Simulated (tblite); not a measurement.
# C5H10FSi2: the cost of one run

The runs use tblite 0.8.0 and PySCF 2.14.0, with density-fitted response routines of our own; the level of theory stands in each step. All values are computed, except where a source is named. Atoms count from 0, in the outputs and in this text.

### Step 1. Starting geometry

18 atoms, charge 0, multiplicity 2; geometry from: force field or distance geometry start.

Bonds of the start (Å): C0–C1 1.49, C1–C2 1.20, C2–Si3 1.83, Si3–C4 1.84, C4–F5 1.41, Si3–C6 1.88, C6–Si7 1.87, C0–H8 1.12, C0–H9 1.11, C0–H10 1.11, Si3–H11 1.48, C4–H12 1.10, C6–H13 1.10, C6–H14 1.11, Si7–H15 1.46, Si7–H16 1.46, Si7–H17 1.48.

### Step 2. Relaxing the molecule with GFN2-xTB

The job: settings as JSON, then the geometry in Å.

```
{"job": {"kind": "relax", "xc": "GFN2-xTB", "basis": "xTB"}, "charge": 0, "multiplicity": 2}
C      3.568100    -0.000500     0.221200
C      2.117200     0.282400     0.036200
C      0.940300     0.498900    -0.099200
Si    -0.849900     0.814600    -0.331300
C     -1.245000     2.502600     0.272100
F     -2.398100     2.901500    -0.435400
C     -1.729800    -0.481400     0.700500
Si    -1.641000    -2.058700    -0.295800
H      4.128400     0.757200    -0.382300
H      3.790500     0.048500     1.305400
H      3.819900    -0.994200    -0.198300
H     -1.263600     0.591500    -1.734200
H     -0.445400     3.246400     0.188000
H     -2.765300    -0.147500     0.825700
H     -1.251300    -0.591500     1.694900
H     -2.976800    -2.395000    -0.784400
H     -1.027700    -3.132900     0.481600
H     -0.779200    -1.835500    -1.476400
```

Command:

```
$ OMP_NUM_THREADS=1 python probes_run.py task.json out
```

The driver reads the jobs from task.json and runs them one after another.

Q: Estimate the wall time of this first job on 1 thread of Arm Neoverse V1, shared host.

About 1.2 s.
